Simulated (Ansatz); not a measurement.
# LaSi2C2 (element-swapped structure): how the settings move a single-point run

Question: which choices in the input matter for LaSi2C2 (element-swapped structure)?

Program: Ansatz 0.2.0. Level of theory: reference: DFT PBE, plane waves, PAW, scalar-relativistic, no spin polarisation. These are calculated values, not measurements.

### 1 The starting structure

It takes space group P4_2/mmc (No. 131, tetragonal). The conventional cell has a = 4.152 Å, b = 4.152 Å, c = 8.609 Å, α = 90.00°, β = 90.00°, γ = 90.00°. C (site symmetry m2m) has 1 C at 1.44 Å as nearest neighbours. La (site symmetry -4m2) is surrounded by 8 C at 3.08 Å and 8 Si at 3.13 Å. Si (site symmetry m2m) is surrounded by 2 C at 1.77 Å and 1 Si at 1.88 Å.

Structure file:

```cif
data_structure
_symmetry_space_group_name_H-M 'P 1'
_symmetry_Int_Tables_number 1
_cell_length_a 4.1525
_cell_length_b 4.1525
_cell_length_c 8.6093
_cell_angle_alpha 90.000
_cell_angle_beta 90.000
_cell_angle_gamma 90.000
_cell_volume 148.45
loop_
_atom_site_label
_atom_site_type_symbol
_atom_site_fract_x
_atom_site_fract_y
_atom_site_fract_z
_atom_site_occupancy
C1 C 0.17300 0.50000 0.25000 1
C2 C 0.50000 0.82700 0.75000 1
C3 C 0.82700 0.50000 0.25000 1
C4 C 0.50000 0.17300 0.75000 1
La1 La 0.00000 0.00000 0.00000 1
La2 La 0.00000 0.00000 0.50000 1
Si1 Si 0.50000 0.22600 0.25000 1
Si2 Si 0.22600 0.50000 0.75000 1
Si3 Si 0.50000 0.77400 0.25000 1
Si4 Si 0.77400 0.50000 0.75000 1
```

### 2 Baseline

input.yaml reads:

```yaml
crystal:
  lattice:
    - [4.152466, 0.0, 0.0]
    - [0.0, 4.152466, 0.0]
    - [0.0, 0.0, 8.609266]
  atoms:
    - { symbol: C, position: [0.173, 0.5, 0.25] }
    - { symbol: C, position: [0.5, 0.827, 0.75] }
    - { symbol: C, position: [0.827, 0.5, 0.25] }
    - { symbol: C, position: [0.5, 0.173, 0.75] }
    - { symbol: La, position: [0.0, 0.0, 0.0] }
    - { symbol: La, position: [0.0, 0.0, 0.5] }
    - { symbol: Si, position: [0.5, 0.226, 0.25] }
    - { symbol: Si, position: [0.226, 0.5, 0.75] }
    - { symbol: Si, position: [0.5, 0.774, 0.25] }
    - { symbol: Si, position: [0.774, 0.5, 0.75] }
  symmetry: { tolerance: 0.0003 }
kpoints:
  mp_grid: { grid: [4, 4, 2], shift: [0, 0, 0] }
magnetization:
  spin_polarized: false
scf:
  occupations: { method: fermi_dirac }
hamiltonian:
  pseudopotentials: { kind: paw }
  xc: pbe
basis:
  ecutwfc: 420
output:
  forces: true
  stress: true
  eigenvalues: true
```

Started as:

```sh
> ansatz run input.yaml --threads 1 --pin off --max-ram 2560MiB --backend cpu --events-out ev --progress --plain --runs-dir out
```

Log (excerpt; [...] marks lines left out):

```text
Warning: RAYON_NUM_THREADS=1 ignored (pool sized by the plan → 1); use --threads N
[...]
Pseudopotentials: kind: paw
Pseudopotential: C, paw, valence charge 4, recommended cutoff 420 eV (normal), C.paw.azcp
Pseudopotential: La, paw, valence charge 11, recommended cutoff 420 eV (normal), La.paw.azcp
Pseudopotential: Si, paw, valence charge 4, recommended cutoff 420 eV (normal), Si.paw.azcp
Functional definition: PBE
[...]
Crystal: 10 atoms, lattice volume = 148.449 Å³
Basis set: ecut = 420 eV, 2845 PW (Γ), exchange–correlation on 60×60×120 points (8 copies of the dense FFT grid, shifted against one another)
Bands: 37, of which v1, the nominal top of the filled ones, is band 27 counted from 1 (26 counted from 0)
Symmetry: 16 space group operations
Space group: P42/mmc (ITA 131), of the structure as read, at distance tolerance 1.6e-3 Å
k-points: 12 of 32
[...]
SCF iter   1: F=—  HF=-16041.903838 eV  |F-HF|=—  |Δ(HF+E_count)|=         —  Δρ=9.68e-3  dr2=1.92e-1  ethr=1.77e-3  ⟨swp⟩=6.8  Hψ=2286  notcnv=0
[...]
SCF iter   8: F=-16041.852798 eV  HF=-16041.852798 eV  |F-HF|=9.51e-9  |Δ(HF+E_count)|=   4.71e-8  Δρ=3.10e-6  dr2=2.12e-8  ethr=1.85e-10  ⟨swp⟩=13.1  Hψ=2305  notcnv=0
[...]
SCF converged after 8 iterations
Free energy (F): -16041.852798 eV
[...]
E sigma→0 (E₀):  -16041.804744 eV
Entropy (-TS):   -0.096108 eV (-9.611 meV/atom)
Fermi energy:    11.943119 eV
[...]
--- Forces (eV/Å), atoms counted from 1 ---
  atom   1  C     -1.98657102     0.00000000     0.00000000
  atom   2  C      0.00000000     1.98657102     0.00000000
  atom   3  C      1.98657102     0.00000000     0.00000000
  atom   4  C      0.00000000    -1.98657102     0.00000000
  atom   5  La     0.00000000     0.00000000    -0.00000000
  atom   6  La     0.00000000     0.00000000    -0.00000000
  atom   7  Si     0.00000000     4.30622341     0.00000000
  atom   8  Si     4.30622341     0.00000000     0.00000000
[...]
--- Stress (GPa, compression-positive) ---
       37.062690       0.000000       0.000000
        0.000000      37.062690       0.000000
        0.000000       0.000000      -3.215056
  P = ⅓ Tr σ = 23.6368 GPa (236.368 kbar)
--- Band table (eV; the first three rows and the last of 12) ---
[...]
```

Run time: 6.4 s. Hardware: 1 thread of Arm Neoverse V1, shared host; peak memory 0.41 GiB.

### 3 Variant: preconditioner kerker, accuracy medium

input.yaml: that of step 2 with these lines changed.

```diff
@@ -23,2 +23,3 @@
   occupations: { method: fermi_dirac }
+  mixing: { preconditioner: kerker }
 hamiltonian:
@@ -32 +33,6 @@
   eigenvalues: true
+  write_density: true
+  write_potential: true
+  elf: true
+  volumetric_format: npy
+accuracy: medium
```

Started as:

```sh
> ansatz run input.yaml --threads 1 --pin off --max-ram 2560MiB --backend cpu --events-out ev --progress --plain --runs-dir out
```

Log (excerpt; [...] marks lines left out):

```text
Warning: RAYON_NUM_THREADS=1 ignored (pool sized by the plan → 1); use --threads N
[...]
Pseudopotentials: kind: paw
Pseudopotential: C, paw, valence charge 4, recommended cutoff 420 eV (normal), C.paw.azcp
Pseudopotential: La, paw, valence charge 11, recommended cutoff 420 eV (normal), La.paw.azcp
Pseudopotential: Si, paw, valence charge 4, recommended cutoff 420 eV (normal), Si.paw.azcp
Functional definition: PBE
[...]
Crystal: 10 atoms, lattice volume = 148.449 Å³
Basis set: ecut = 420 eV, 2845 PW (Γ), exchange–correlation on 60×60×120 points (8 copies of the dense FFT grid, shifted against one another)
Bands: 37, of which v1, the nominal top of the filled ones, is band 27 counted from 1 (26 counted from 0)
Symmetry: 16 space group operations
Space group: P42/mmc (ITA 131), of the structure as read, at distance tolerance 1.6e-3 Å
k-points: 12 of 32
[...]
SCF converged after 8 iterations
Free energy (F): -16041.852798 eV
[...]
E sigma→0 (E₀):  -16041.804745 eV
Entropy (-TS):   -0.096106 eV (-9.611 meV/atom)
Fermi energy:    11.943103 eV
[...]
--- Forces (eV/Å), atoms counted from 1 ---
  atom   1  C     -1.98654104     0.00000000     0.00000000
  atom   2  C      0.00000000     1.98654104     0.00000000
  atom   3  C      1.98654104     0.00000000     0.00000000
  atom   4  C      0.00000000    -1.98654104     0.00000000
  atom   5  La    -0.00000000     0.00000000    -0.00000000
  atom   6  La    -0.00000000     0.00000000    -0.00000000
  atom   7  Si     0.00000000     4.30612141     0.00000000
  atom   8  Si     4.30612141     0.00000000     0.00000000
[...]
--- Stress (GPa, compression-positive) ---
       37.062506       0.000000       0.000000
        0.000000      37.062506       0.000000
        0.000000       0.000000      -3.215162
  P = ⅓ Tr σ = 23.6366 GPa (236.366 kbar)
--- Band table (eV; the first three rows and the last of 12) ---
[...]
```

Run time: 7.6 s. Hardware: 1 thread of Arm Neoverse V1, shared host; peak memory 0.41 GiB.

Energy and cycle count are those of the reference, so the change (mixing) left the result and the number of cycles as they were.

### 4 Changing settings: hubbard.sites [{species: La, l: f, u_eff: 8.0}], hubbard.double_counting amf

input.yaml: that of step 2 with these lines changed.

```diff
@@ -26,2 +26,3 @@
   xc: pbe
+  hubbard: { sites: [{ species: La, l: f, u_eff: 8.0 }], double_counting: amf }
 basis:
@@ -32 +33,5 @@
   eigenvalues: true
+  write_density: true
+  write_potential: true
+  elf: true
+  volumetric_format: npy
```

Started as:

```sh
> ansatz run input.yaml --threads 1 --pin off --max-ram 2560MiB --backend cpu --events-out ev --progress --plain --runs-dir out
```

Log (excerpt; [...] marks lines left out):

```text
Warning: RAYON_NUM_THREADS=1 ignored (pool sized by the plan → 1); use --threads N
C: projections on atomic orbitals take those of the free atom [He] 2s2 2p2, of charge +0.00 (hamiltonian.pseudopotentials.projection_atoms); the dataset's partial waves leave at most 3.7e-9 of an orbital's norm unspanned inside its sphere
La: projections on atomic orbitals take those of the free atom [Kr 4d10] 4f0 5s2 5p6 5d1 6s2, of charge +0.00 (hamiltonian.pseudopotentials.projection_atoms); the dataset's partial waves leave at most 1.9e-5 of an orbital's norm unspanned inside its sphere
Si: projections on atomic orbitals take those of the free atom [Ne] 3s2 3p2, of charge +0.00 (hamiltonian.pseudopotentials.projection_atoms); the dataset's partial waves leave at most 6.1e-8 of an orbital's norm unspanned inside its sphere
[...]
Pseudopotentials: kind: paw
[...]
SCF converged after 9 iterations
Free energy (F): -16041.859414 eV
[...]
E sigma→0 (E₀):  -16041.811533 eV
Entropy (-TS):   -0.095762 eV (-9.576 meV/atom)
Fermi energy:    11.946581 eV
[...]
DFT+U double counting: amf (around mean field; hamiltonian.hubbard.double_counting)
--- Forces (eV/Å), atoms counted from 1 ---
  atom   1  C     -1.99127010     0.00000000     0.00000000
  atom   2  C      0.00000000     1.99127010     0.00000000
  atom   3  C      1.99127010     0.00000000     0.00000000
  atom   4  C      0.00000000    -1.99127010     0.00000000
  atom   5  La     0.00000000     0.00000000    -0.00000000
  atom   6  La     0.00000000     0.00000000     0.00000000
  atom   7  Si     0.00000000     4.30059533     0.00000000
  atom   8  Si     4.30059533     0.00000000     0.00000000
[...]
--- Stress (GPa, compression-positive) ---
       37.057753       0.000000       0.000000
        0.000000      37.057753       0.000000
        0.000000       0.000000      -3.238549
  P = ⅓ Tr σ = 23.6257 GPa (236.257 kbar)
--- Band table (eV; the first three rows and the last of 12) ---
[...]
Occupation matrices written to <dir>
```

Run time: 11 s. Hardware: 1 thread of Arm Neoverse V1, shared host; peak memory 0.47 GiB.

Changing the Hubbard U moves the energy by -0.7 meV/atom. The U term adds an energy of its own, so the shift says nothing about which run is better.

### 5 Changing settings: occupations.width 0.005, ecutwfc 40.4 Ry

input.yaml: that of step 2 with these lines changed.

```diff
@@ -22,3 +22,3 @@
 scf:
-  occupations: { method: fermi_dirac }
+  occupations: { method: fermi_dirac, width: 0.005 }
 hamiltonian:
@@ -27,3 +27,3 @@
 basis:
-  ecutwfc: 420
+  ecutwfc: "40.4 Ry"
 output:
```

Started as:

```sh
> ansatz run input.yaml --threads 1 --pin off --max-ram 2560MiB --backend cpu --events-out ev --progress --plain --runs-dir out
```

Log (excerpt; [...] marks lines left out):

```text
Warning: RAYON_NUM_THREADS=1 ignored (pool sized by the plan → 1); use --threads N
[...]
Pseudopotentials: kind: paw
Pseudopotential: C, paw, valence charge 4, recommended cutoff 420 eV (normal), C.paw.azcp
Pseudopotential: La, paw, valence charge 11, recommended cutoff 420 eV (normal), La.paw.azcp
Pseudopotential: Si, paw, valence charge 4, recommended cutoff 420 eV (normal), Si.paw.azcp
Functional definition: PBE
[...]
Crystal: 10 atoms, lattice volume = 148.449 Å³
Basis set: ecut = 549.6700021689576 eV, 4297 PW (Γ), exchange–correlation on 64×64×144 points (8 copies of the dense FFT grid, shifted against one another)
Bands: 37, of which v1, the nominal top of the filled ones, is band 27 counted from 1 (26 counted from 0)
Symmetry: 16 space group operations
Space group: P42/mmc (ITA 131), of the structure as read, at distance tolerance 1.6e-3 Å
k-points: 12 of 32
[...]
SCF converged after 7 iterations
Free energy (F): -16041.813768 eV
[...]
E sigma→0 (E₀):  -16041.813709 eV
Entropy (-TS):   -0.000118 eV (-0.012 meV/atom)
Fermi energy:    11.999406 eV
[...]
--- Forces (eV/Å), atoms counted from 1 ---
  atom   1  C     -1.97290347     0.00000000     0.00000000
  atom   2  C      0.00000000     1.97290347     0.00000000
  atom   3  C      1.97290347     0.00000000     0.00000000
  atom   4  C      0.00000000    -1.97290347     0.00000000
  atom   5  La     0.00000000     0.00000000     0.00000000
  atom   6  La     0.00000000     0.00000000     0.00000000
  atom   7  Si     0.00000000     4.25108737     0.00000000
  atom   8  Si     4.25108737     0.00000000     0.00000000
[...]
--- Stress (GPa, compression-positive) ---
       37.197486       0.000000       0.000000
        0.000000      37.197486       0.000000
        0.000000       0.000000      -3.650329
  P = ⅓ Tr σ = 23.5815 GPa (235.815 kbar)
--- Band table (eV; the first three rows and the last of 12) ---
[...]
```

Wall time 9.7 s (1 thread of Arm Neoverse V1, shared host); peak memory 0.46 GiB.

Changing the smearing and cutoff moves the energy by -0.9 meV/atom (σ→0 values), and the largest force goes from 4.31 to 4.25 eV/Å. More than one kind of setting changed, and this run alone doesn't tell their shares apart. Cost: 7 SCF cycles against 8, 9.7 s against 6.4 s.

### 6 Variant: xc r2scan, xc_grid 1

input.yaml: that of step 2 with these lines changed.

```diff
@@ -25,5 +25,6 @@
   pseudopotentials: { kind: paw }
-  xc: pbe
+  xc: r2scan
 basis:
   ecutwfc: 420
+  xc_grid: 1
 output:
@@ -32 +33,5 @@
   eigenvalues: true
+  write_density: true
+  write_potential: true
+  elf: true
+  volumetric_format: npy
```

Started as:

```sh
> ansatz run input.yaml --threads 1 --pin off --max-ram 2560MiB --backend cpu --events-out ev --progress --plain --runs-dir out
```

Log (excerpt; [...] marks lines left out):

```text
Warning: basis.ecutwfc = 420 eV is below the records' recommended 500 eV, and the density's cutoff is lower with it unless basis.ecutrho_ratio is high enough to keep the records' density cutoff: compare with a run at a higher cutoff
Warning: RAYON_NUM_THREADS=1 ignored (pool sized by the plan → 1); use --threads N
[...]
Pseudopotentials: kind: paw
Pseudopotential: C, paw, valence charge 4, recommended cutoff 500 eV (meta_gga), C.paw.azcp
Pseudopotential: La, paw, valence charge 11, recommended cutoff 500 eV (meta_gga), La.paw.azcp
Pseudopotential: Si, paw, valence charge 4, recommended cutoff 500 eV (meta_gga), Si.paw.azcp
Functional definition: r2SCAN
[...]
Crystal: 10 atoms, lattice volume = 148.449 Å³
Basis set: ecut = 420 eV, 2845 PW (Γ)
Bands: 37, of which v1, the nominal top of the filled ones, is band 27 counted from 1 (26 counted from 0)
Symmetry: 16 space group operations
Space group: P42/mmc (ITA 131), of the structure as read, at distance tolerance 1.6e-3 Å
k-points: 12 of 32
[...]
SCF iter   8: F=-16087.643337 eV  HF=-16087.643337 eV  |F-HF|=6.48e-8  |Δ(HF+E_count)|=   4.60e-8  Δρ=3.76e-6  dr2=2.59e-8  dr2_τ=1.88e-9  ethr=1.85e-10  ⟨swp⟩=14.8  Hψ=3651  notcnv=0
[...]
SCF converged after 8 iterations
Free energy (F): -16087.643337 eV
[...]
E sigma→0 (E₀):  -16087.597405 eV
Entropy (-TS):   -0.091865 eV (-9.187 meV/atom)
Fermi energy:    12.099830 eV
[...]
--- Forces (eV/Å), atoms counted from 1 ---
  atom   1  C     -1.78725935     0.00000000     0.00000000
  atom   2  C      0.00000000     1.78725935     0.00000000
  atom   3  C      1.78725935     0.00000000     0.00000000
  atom   4  C      0.00000000    -1.78725935     0.00000000
  atom   5  La     0.00000000     0.00000000    -0.00000000
  atom   6  La     0.00000000     0.00000000     0.00000000
  atom   7  Si     0.00000000     4.38366452     0.00000000
  atom   8  Si     4.38366452     0.00000000     0.00000000
[...]
--- Stress (GPa, compression-positive) ---
       35.786105       0.000000       0.000000
        0.000000      35.786105       0.000000
        0.000000       0.000000      -3.445547
  P = ⅓ Tr σ = 22.7089 GPa (227.089 kbar)
--- Band table (eV; the first three rows and the last of 12) ---
[...]
```

It took 13 s on 1 thread of Arm Neoverse V1, shared host; peak memory 0.42 GiB.

Total energies don't compare across a change of functional; the pressure goes from 23.6 to 22.7 GPa and the largest force goes from 4.31 to 4.38 eV/Å. The numerical grids changed too. The cutoff is under what these potentials recommend, as the log warns, so basis error is mixed in.

### 7 All runs together

| run | ending | energy change | pressure (GPa) | gap (eV) | force (eV/Å) | cycles | time |
| --- | --- | --- | --- | --- | --- | --- | --- |
| reference | converged | 0 | 23.6 | 0.00 | 4.31 | 8 | 6.4 s |
| 1: preconditioner kerker, accuracy medium | converged | 0.0 meV/atom | 23.6 | 0.00 | 4.31 | 8 | 7.6 s |
| 2: hubbard.sites [{species: La, l: f, u_eff: 8.0}], hubbard.double_counting amf | converged | -0.7 meV/atom (U changed: no physical gain or loss) | 23.6 | 0.00 | 4.30 | 9 | 11 s |
| 3: occupations.width 0.005, ecutwfc 40.4 Ry | converged | -0.9 meV/atom (σ→0) | 23.6 | 0.00 | 4.25 | 7 | 9.7 s |
| 4: xc r2scan, xc_grid 1 | converged | not comparable | 22.7 | 0.00 | 4.38 | 8 | 13 s |

Times don't compare one to one where runs were asked for different outputs or read a saved state (see the inputs); cycles may leave out searches for a lower state.

Residual by cycle in the longest SCF loop of each run; runs are numbered as in the table. The quantity is the density residual dr2, in eV.

```
cycle  reference    run 1    run 2    run 3   run 4
    1      0.192    0.192     7.63    0.196   0.393
    2     0.0589   0.0589     2.22   0.0422    0.12
    3    0.00569  0.00451    0.127  0.00481  0.0063
    4     2.5e-4   2.3e-4   0.0166   1.6e-4  9.2e-4
    5     6.7e-5   1.3e-5  0.00178   2.5e-5  7.3e-5
    6     4.1e-6   1.9e-6   1.3e-4   1.1e-6  3.6e-6
    7     1.2e-7   1.2e-7   7.1e-6   5.4e-8  2.7e-7
    8     2.1e-8   2.2e-8   5.0e-7        -  2.6e-8
    9          -        -   1.2e-8        -       -
```

**Reading.** Run 4 ran under the cutoff that the potentials recommend, as the log warns, so basis error is mixed into its values. A changed U is a change of model: its shifts are not errors of convergence. The structure is not at rest: the sound run finds 24 GPa, so these are no properties of the relaxed crystal. 

The reference has limits of its own: its mesh is coarse for a cell with so small a gap or none; the structure is made up and not relaxed.
